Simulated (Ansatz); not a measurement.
# Li: the cost of one run

Program: Ansatz 0.2.0. Level of theory: DFT PBE, plane waves, PAW, scalar-relativistic, no spin polarisation. These are calculated values, not measurements.

## (1) The system as given

The cell holds 16 atoms (Li16): a = 7.313 Å, b = 7.313 Å, c = 7.313 Å, α = 90.00°, β = 90.00°, γ = 90.00°.

As a file:

```
CELL_PARAMETERS angstrom
7.31287 0.00000 0.00000
0.00000 7.31287 0.00000
0.00000 0.00000 7.31287
ATOMIC_POSITIONS crystal
Li 0.00000 0.00000 0.00000
Li 0.50000 0.00000 0.00000
Li 0.00000 0.50000 0.00000
Li 0.00000 0.00000 0.50000
Li 0.25000 0.25000 0.25000
Li 0.50000 0.50000 0.00000
Li 0.50000 0.00000 0.50000
Li 0.75000 0.25000 0.25000
Li 0.00000 0.50000 0.50000
Li 0.25000 0.75000 0.25000
Li 0.25000 0.25000 0.75000
Li 0.50000 0.50000 0.50000
Li 0.75000 0.75000 0.25000
Li 0.75000 0.25000 0.75000
Li 0.25000 0.75000 0.75000
Li 0.75000 0.75000 0.75000
```

## (2) Run 1

140 steps of 1 fs under a Langevin thermostat at 1800 K.

Input file input.yaml:

```yaml
accuracy: low
crystal:
  lattice:
    - [7.312873, 0.0, 0.0]
    - [0.0, 7.312873, 0.0]
    - [0.0, 0.0, 7.312873]
  atoms:
    - { symbol: Li, position: [0.0, 0.0, 0.0] }
    - { symbol: Li, position: [0.5, 0.0, 0.0] }
    - { symbol: Li, position: [0.0, 0.5, 0.0] }
    - { symbol: Li, position: [0.0, 0.0, 0.5] }
    - { symbol: Li, position: [0.25, 0.25, 0.25] }
    - { symbol: Li, position: [0.5, 0.5, 0.0] }
    - { symbol: Li, position: [0.5, 0.0, 0.5] }
    - { symbol: Li, position: [0.75, 0.25, 0.25] }
    - { symbol: Li, position: [0.0, 0.5, 0.5] }
    - { symbol: Li, position: [0.25, 0.75, 0.25] }
    - { symbol: Li, position: [0.25, 0.25, 0.75] }
    - { symbol: Li, position: [0.5, 0.5, 0.5] }
    - { symbol: Li, position: [0.75, 0.75, 0.25] }
    - { symbol: Li, position: [0.75, 0.25, 0.75] }
    - { symbol: Li, position: [0.25, 0.75, 0.75] }
    - { symbol: Li, position: [0.75, 0.75, 0.75] }
basis:
  ecutwfc: 420.0
kpoints:
  mp_grid: { grid: [2, 2, 2] }
hamiltonian:
  xc: pbe
scf:
  occupations: { method: fermi_dirac, width: 0.16 }
  lower_state_search: "off"
md:
  timestep: 1
  n_steps: 140
  ensemble: nvt_langevin
  temperature: 1800.0
  initial_velocities: maxwell_boltzmann
  seed: 804791
  friction: 0.02
```

Launch:

```bash
$ ansatz run input.yaml --threads 1 --pin off --max-ram 3072MiB --backend cpu --events-out ev --progress --plain --runs-dir out
```

Q: Estimate wall time and peak memory on 1 thread of Intel Xeon Platinum 8488C (Sapphire Rapids), shared host.

About 9.1 min, with a peak of 0.62 GiB.
